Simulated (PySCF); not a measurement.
# C3H5FSSi: the cost of one run

Computed with PySCF 2.14.0, with density-fitted response routines of our own, on a single molecule in the gas phase. Atoms count from 0, in the outputs and in this text.

### 1 The molecule as given

11 atoms, charge 0, multiplicity 1; geometry from: GFN2-xTB.

Bonds of the start (Å): F0–Si1 1.61, Si1–C2 1.90, C2–C3 1.50, C3–C4 1.32, C4–S5 1.76, S5–Si1 2.14, Si1–H6 1.45, C2–H7 1.09, C2–H8 1.09, C3–H9 1.08, C4–H10 1.08.

### 2 TDDFT and polarisability: PBE0/def2-SVPD

The job: settings as JSON, then the geometry in Å.

```
{"job": {"kind": "uv", "xc": "PBE0", "basis": "def2-SVPD", "nstates": 8, "ntriplets": 3}, "charge": 0, "multiplicity": 1}
F      2.502864    -0.174594     0.999181
Si     1.405869    -0.494693    -0.140528
C      0.182472     0.946248    -0.313179
C     -1.178973     0.436681     0.045934
C     -1.360457    -0.819380     0.423528
S     -0.016467    -1.958098     0.516164
H      2.173959    -0.942961    -1.279614
H      0.164400     1.356590    -1.324077
H      0.452197     1.773658     0.348084
H     -2.010868     1.123468     0.000177
H     -2.309573    -1.244247     0.698367
```

With the program's defaults for keys left out, this is: TDDFT PBE0/def2-SVPD, vertical, gas phase, core orbitals frozen in the response.

Command:

```console
OMP_NUM_THREADS=1 python probes_run.py task.json out
```

One launch serves the whole session: the jobs run in the order shown.

**Question.** How long does this first job take on 1 thread of Arm Neoverse N1, shared host, and how much memory does it need?

About 45 s, with a peak of 0.7 GiB.
